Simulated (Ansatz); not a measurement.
# CH3Cl3Si (methyltrichlorosilane) at HF/STO-3G

Aim: the vertical ionisation energy of CH3Cl3Si (methyltrichlorosilane) at HF/STO-3G, from 2 runs. 

The calculation is run with Ansatz 0.2.0.

80 further runs of the same task are left out: 6 that didn't finish, 74 set aside as unsound or not needed.

### Step 1. The system as given

The species is CH3Cl3Si (8 atoms), meant as a singlet with charge 0. SMILES: `C[Si](Cl)(Cl)Cl`. The coordinates come from a PBE0-D4/def2-TZVP relaxation.

Bond lengths: C1–Si2 1.841 Å, Si2–Cl3 2.039 Å, Si2–Cl4 2.039 Å, Si2–Cl5 2.039 Å, C1–H6 1.092 Å, C1–H7 1.092 Å, C1–H8 1.092 Å. Some angles: C1–Si2–Cl3 110.7°, C1–Si2–Cl4 110.7°, C1–Si2–Cl5 110.6°, Cl3–Si2–Cl4 108.3°, Cl3–Si2–Cl5 108.3°, Cl4–Si2–Cl5 108.3°, Si2–C1–H6 110.0°, Si2–C1–H7 110.0°, Si2–C1–H8 110.0°, H6–C1–H7 109.0°.

### Step 2. The energy at HF/STO-3G

File job.yaml:

```yaml
crystal:
  periodic: [false, false, false]
  atoms:
    - {symbol: C, position_ang: [-0.728900, -0.279600, 0.686100]}
    - {symbol: Si, position_ang: [0.568900, 0.197900, -0.528700]}
    - {symbol: Cl, position_ang: [2.360400, -0.640000, -0.033600]}
    - {symbol: Cl, position_ang: [0.065900, -0.429500, -2.402200]}
    - {symbol: Cl, position_ang: [0.801200, 2.223000, -0.573800]}
    - {symbol: H, position_ang: [-0.844500, -1.365200, 0.700800]}
    - {symbol: H, position_ang: [-0.448300, 0.061100, 1.684800]}
    - {symbol: H, position_ang: [-1.682600, 0.175200, 0.410800]}
basis:
  gaussian:
    orbitals: STO-3G
hamiltonian:
  xc: hf
accuracy: high
output: {orbitals: {seedname: orbitals}}
```

The run is started by

```bash
$ ansatz run job.yaml --threads 1 --pin off --max-ram 3480MiB --events-out events.jsonl --progress --plain --runs-dir runs
```

Log:

```text
Warning: RAYON_NUM_THREADS=1 ignored (pool sized by the plan → 1); use --threads N
Functional definition: HF
  name "HF"
  exchange = exact_x
  correlation = 0
910 factors; integrals over basis functions are off by at most 2.2e-8 eV
mean field evaluation 1: about -45948.0482 eV, gradient 2.6e1 eV
mean field evaluation 2: about -45948.1420 eV, gradient 2.6e1 eV
mean field evaluation 4: about -45951.3631 eV, gradient 1.0e0 eV
mean field evaluation 8: about -45951.3687 eV, gradient 1.2e-5 eV
mean field -45951.36865063 eV, -1688.6816509542 hartree, gradient 2.7e-8 eV, S^2 0.000000; 0 other end points of the search recorded, 0 dependent functions left out
reference -45951.36865063 eV, -1688.6816509542 hartree; 37, 37 occupied and 7, 7 virtual orbitals, 910 factors
Total energy: -45951.36865063 eV, -1688.6816509542 hartree
```

Wall time 0.68 s (1 thread of Arm Neoverse V1, shared host); peak memory 0.11 GiB.

### Step 3. The doublet cation, same level

File input.yaml:

```yaml
crystal:
  periodic: [false, false, false]
  atoms:
    - {symbol: C, position_ang: [-0.728900, -0.279600, 0.686100]}
    - {symbol: Si, position_ang: [0.568900, 0.197900, -0.528700]}
    - {symbol: Cl, position_ang: [2.360400, -0.640000, -0.033600]}
    - {symbol: Cl, position_ang: [0.065900, -0.429500, -2.402200]}
    - {symbol: Cl, position_ang: [0.801200, 2.223000, -0.573800]}
    - {symbol: H, position_ang: [-0.844500, -1.365200, 0.700800]}
    - {symbol: H, position_ang: [-0.448300, 0.061100, 1.684800]}
    - {symbol: H, position_ang: [-1.682600, 0.175200, 0.410800]}
basis:
  gaussian: {orbitals: STO-3G}
total_charge: 1
magnetization: {spin_polarized: true, initial_magnetization: 1}
hamiltonian: {xc: hf}
accuracy: high
output: {orbitals: {seedname: orbitals}}
```

The run is started by

```bash
$ ansatz run input.yaml --threads 1 --pin off --max-ram 3480MiB --events-out events.jsonl --progress --plain --runs-dir runs
```

Log (excerpt; [...] marks lines left out):

```text
Warning: RAYON_NUM_THREADS=1 ignored (pool sized by the plan → 1); use --threads N
[... 2 set-up lines as earlier in the session ...]
[...]
910 factors; integrals over basis functions are off by at most 2.2e-8 eV
[...]
mean field -45941.01600613 eV, -1688.3011982863 hartree, gradient 2.7e-8 eV, S^2 0.752592; 8 other end points of the search recorded, 0 dependent functions left out
reference -45941.01600613 eV, -1688.3011982863 hartree; 37, 36 occupied and 7, 8 virtual orbitals, 910 factors
Total energy: -45941.01600613 eV, -1688.3011982863 hartree
```

It took 6.9 s on 1 thread of Arm Neoverse V1, shared host; peak memory 0.16 GiB.

### Step 4. Summary of results

Level: HF/STO-3G.

```
                                          quantity           value
                    singlet CH3Cl3Si: total energy  -1688.68165 Eh
                     singlet CH3Cl3Si: HOMO energy       -11.08 eV
                     singlet CH3Cl3Si: LUMO energy         6.69 eV
                   singlet CH3Cl3Si: HOMO–LUMO gap        17.78 eV
                      doublet cation: total energy  -1688.30120 Eh
doublet cation: HOMO energy (highest over α and β)       -16.39 eV
 doublet cation: LUMO energy (lowest over α and β)        -9.28 eV
                              doublet cation: ⟨S²⟩           0.753
vertical ionisation energy (to the doublet cation)       10.353 eV
```

What this shows: Removing an electron at fixed nuclei costs 10.35 eV (239 kcal/mol). −ε(HOMO) before ionisation, 11.08 eV, is 0.73 eV above this ionisation energy. In a minimal basis such a difference can be off by several eV, whatever the method.
